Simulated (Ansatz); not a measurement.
# CH4OSi (SMILES CO[SiH]): HF/3-21G

What is the electronic atomisation energy of CH4OSi at HF/3-21G? 

Program for the calculation: Ansatz 0.2.0.

57 further runs of the same task are left out: 57 set aside as unsound or not needed. Runs told in other sessions of the task aren't counted.

### 1 The system as given

CH4OSi: 7 atoms, total charge 0, spin state singlet. SMILES: `CO[SiH]`. The shape is that of a PBE0-D4/def2-TZVP optimisation. This is one conformer, not always the lowest.

Bond lengths: C1–O2 1.410 Å, O2–Si3 1.639 Å, C1–H4 1.092 Å, C1–H5 1.095 Å, C1–H6 1.092 Å, Si3–H7 1.552 Å. Angles: C1–O2–Si3 130.6°, O2–C1–H4 109.2°, O2–C1–H5 110.9°, O2–C1–H6 109.2°, O2–Si3–H7 97.1°, H4–C1–H5 109.5°, H4–C1–H6 108.5°, H5–C1–H6 109.5°.

### 2 The energy at HF/3-21G

Input file run.yaml:

```yaml
crystal:
  periodic: [false, false, false]
  atoms:
    - {symbol: C, position_ang: [-0.512400, 0.485500, -0.338500]}
    - {symbol: O, position_ang: [-0.443200, -0.446500, 0.717600]}
    - {symbol: Si, position_ang: [0.796900, -1.387300, 1.229900]}
    - {symbol: H, position_ang: [-1.296400, 0.180800, -1.035500]}
    - {symbol: H, position_ang: [0.443800, 0.547500, -0.868700]}
    - {symbol: H, position_ang: [-0.769300, 1.467500, 0.065400]}
    - {symbol: H, position_ang: [1.841700, -0.915600, 0.184100]}
basis:
  gaussian:
    orbitals: 3-21G.json
hamiltonian:
  xc: hf
accuracy: high
output: {orbitals: {seedname: orbitals}}
```

The basis set 3-21G is read from a file made from the Basis Set Exchange's data (not shown).

Command:

```sh
$ ansatz run run.yaml --threads 1 --pin off --max-ram 3480MiB --events-out events.jsonl --progress --plain --runs-dir runs
```

Standard output:

```text
Warning: RAYON_NUM_THREADS=1 ignored (pool sized by the plan → 1); use --threads N
Functional definition: HF
  name "HF"
  exchange = exact_x
  correlation = 0
876 factors; integrals over basis functions are off by at most 3.8e-9 eV
mean field evaluation 1: about -10932.4879 eV, gradient 2.5e1 eV
mean field evaluation 2: about -10932.4821 eV, gradient 2.5e1 eV
mean field evaluation 4: about -10933.7680 eV, gradient 2.0e0 eV
mean field evaluation 8: about -10933.7826 eV, gradient 4.8e-4 eV
mean field -10933.78263556 eV, -401.8091006728 hartree, gradient 2.1e-8 eV, S^2 0.000000; 0 other end points of the search recorded, 0 dependent functions left out
reference -10933.78263556 eV, -401.8091006728 hartree; 16, 16 occupied and 23, 23 virtual orbitals, 876 factors
Total energy: -10933.78263556 eV, -401.8091006728 hartree
```

Run time: 0.3 s. Hardware: 1 thread of Arm Neoverse V2, shared host.

### 3 The C atom

Input file in.yaml:

```yaml
basis:
  gaussian: {orbitals: 3-21G.json}
crystal:
  periodic: [false, false, false]
  atoms:
    - {symbol: C, position_ang: [0.000000, 0.000000, 0.000000]}
magnetization: {spin_polarized: true, initial_magnetization: 2}
hamiltonian: {xc: hf}
accuracy: high
```

The basis set 3-21G is read from a file made from the Basis Set Exchange's data (not shown).

Run the same way, it converges to -37.48107 Eh (log not shown).

### 4 The H atom, same level

Input file run.yaml:

```yaml
crystal:
  periodic: [false, false, false]
  atoms:
    - {symbol: H, position_ang: [0.000000, 0.000000, 0.000000]}
basis:
  gaussian:
    orbitals: 3-21G.json
magnetization:
  spin_polarized: true
  initial_magnetization: 1
hamiltonian:
  xc: hf
accuracy: high
```

The basis set 3-21G is read from a file made from the Basis Set Exchange's data (not shown).

Run the same way, it converges to -0.49620 Eh (log not shown).

### 5 The O atom at the same level

Input file molecule.yaml:

```yaml
crystal:
  periodic: [false, false, false]
  atoms:
    - {symbol: O, position_ang: [0.000000, 0.000000, 0.000000]}
basis:
  gaussian:
    orbitals: 3-21G.json
magnetization:
  spin_polarized: true
  initial_magnetization: 2
hamiltonian:
  xc: hf
accuracy: high
```

The basis set 3-21G is read from a file made from the Basis Set Exchange's data (not shown).

Run the same way, it converges to -74.39366 Eh (log not shown).

### 6 The Si atom

Input file run.yaml:

```yaml
basis:
  gaussian:
    orbitals: 3-21G.json
crystal:
  periodic: [false, false, false]
  atoms:
    - {symbol: Si, position_ang: [0.000000, 0.000000, 0.000000]}
magnetization:
  spin_polarized: true
  initial_magnetization: 2
hamiltonian:
  xc: hf
accuracy: high
```

The basis set 3-21G is read from a file made from the Basis Set Exchange's data (not shown).

Run the same way, it converges to -287.34443 Eh (log not shown).

### 7 Results

At HF/3-21G:

```
                     quantity          value
       molecule: total energy  -401.80910 Eh
        molecule: HOMO energy       -8.89 eV
        molecule: LUMO energy        1.36 eV
      molecule: HOMO–LUMO gap       10.24 eV
         C atom: total energy   -37.48107 Eh
                 C atom: ⟨S²⟩          2.001
         H atom: total energy    -0.49620 Eh
                 H atom: ⟨S²⟩          0.750
         O atom: total energy   -74.39366 Eh
                 O atom: ⟨S²⟩          2.001
        Si atom: total energy  -287.34443 Eh
                Si atom: ⟨S²⟩          2.000
electronic atomisation energy      16.467 eV
```

**Reading.** Taking the molecule apart into free atoms costs 16.47 eV (1589 kJ/mol), before zero-point energy and without spin-orbit coupling. Hartree–Fock lacks the correlation of the bonding pairs, which as a rule makes this value much too low; in minimal bases other errors can mask that. The basis has no polarisation functions, which makes bonds too weak.
